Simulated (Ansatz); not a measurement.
# BaFe2Se2O: the cost of one run

Computed with Ansatz 0.2.0 (DFT PBE, scalar-relativistic, plane waves, PAW, unless a step's input says otherwise).

## (1) The system as given

Symmetry: Pmmn, No. 59, orthorhombic system. The conventional cell has a = 4.050 Å, b = 9.628 Å, c = 6.866 Å, α = 90.00°, β = 90.00°, γ = 90.00°. Around Ba (site symmetry mm2) lie 2 O at 2.72 Å. Around Fe (site symmetry m) lie 1 O at 1.87 Å and 3 Se at 2.47 to 2.51 Å. O (site symmetry mm2) has 2 Fe at 1.87 Å as nearest neighbours. Around Se (site symmetry m) lie 3 Fe at 2.47 to 2.51 Å.

Coordinates:

```
CELL_PARAMETERS angstrom
4.04976 0.00000 0.00000
0.00000 9.62780 -0.00010
0.00000 -0.00007 6.86632
ATOMIC_POSITIONS crystal
Ba 0.00000 0.50000 0.47174
Ba 0.50000 0.00000 0.52826
Fe 0.50000 0.31823 0.11109
Fe 0.00000 0.18177 0.88891
Fe 0.50000 0.68177 0.11109
Fe 0.00000 0.81823 0.88891
O 0.50000 0.50000 0.20761
O 0.00000 0.00000 0.79239
Se 0.00000 0.19836 0.24732
Se 0.50000 0.30164 0.75268
Se 0.00000 0.80164 0.24733
Se 0.50000 0.69836 0.75267
```

This cell comes from an earlier session at PBE: 22.310 Å³/atom at -0.01 GPa, on a 6×4×4 mesh. The large moments point both ways and cancel.

## (2) Field gradients and densities at the nuclei

input.yaml

```yaml
crystal:
  lattice:
    - [4.0497587991, 0.0, 0.0]
    - [0.0, 9.6278038953, -0.00010229]
    - [0.0, -7.23267e-05, 6.8663196843]
  atoms:
    - { symbol: Ba, position: [0.0, 0.499999542, 0.4717382312] }
    - { symbol: Ba, position: [0.5, 4.58e-07, 0.5282617688] }
    - { symbol: Fe, position: [0.5, 0.3182255247, 0.1110869252], spin: 3.17 }
    - { symbol: Fe, position: [0.0, 0.1817744753, 0.8889130748], spin: 3.17 }
    - { symbol: Fe, position: [0.5, 0.6817692583, 0.1110866537], spin: -3.17 }
    - { symbol: Fe, position: [0.0, 0.8182307417, 0.8889133463], spin: -3.17 }
    - { symbol: O, position: [0.5, 0.4999978876, 0.2076052896] }
    - { symbol: O, position: [0.0, 2.1124e-06, 0.7923947104] }
    - { symbol: Se, position: [0.0, 0.1983556133, 0.247324864] }
    - { symbol: Se, position: [0.5, 0.3016443867, 0.752675136] }
    - { symbol: Se, position: [0.0, 0.8016402759, 0.247325453] }
    - { symbol: Se, position: [0.5, 0.6983597241, 0.752674547] }
basis:
  ecutwfc: 420
  ecutrho_ratio: 4
kpoints:
  mp_grid: { grid: [6, 4, 4] }
hamiltonian:
  xc: pbe
  pseudopotentials: { kind: paw, frozen_core: stored }
scf:
  occupations: { method: gaussian, width: 0.05 }
  lower_state_search: "off"
output:
  forces: true
  stress: true
  eigenvalues: true
  populations: true
  efg:
    contact_densities: true
    quadrupole_moments_barn: { O: -0.02558, Ba: 0.236, Fe: 0.16 }
magnetization:
  spin_polarized: true
checkpoint:
  read: start.run
  write: ck
  compress: false
  write_wavefunctions: false
  write_every: 100000
```

It reads its starting density from start.run, saved by an earlier run on this cell.

Launch:

```bash
ansatz run input.yaml --threads 4 --pin off --max-ram 10240MiB --backend cpu --events-out ev --progress --plain --runs-dir out
```

What time and memory should one allow on 4 threads of Intel Xeon Platinum 8259CL at 2.50GHz (Skylake/Cascade Lake), shared host?

About 41 s, with a peak of 2 GiB.
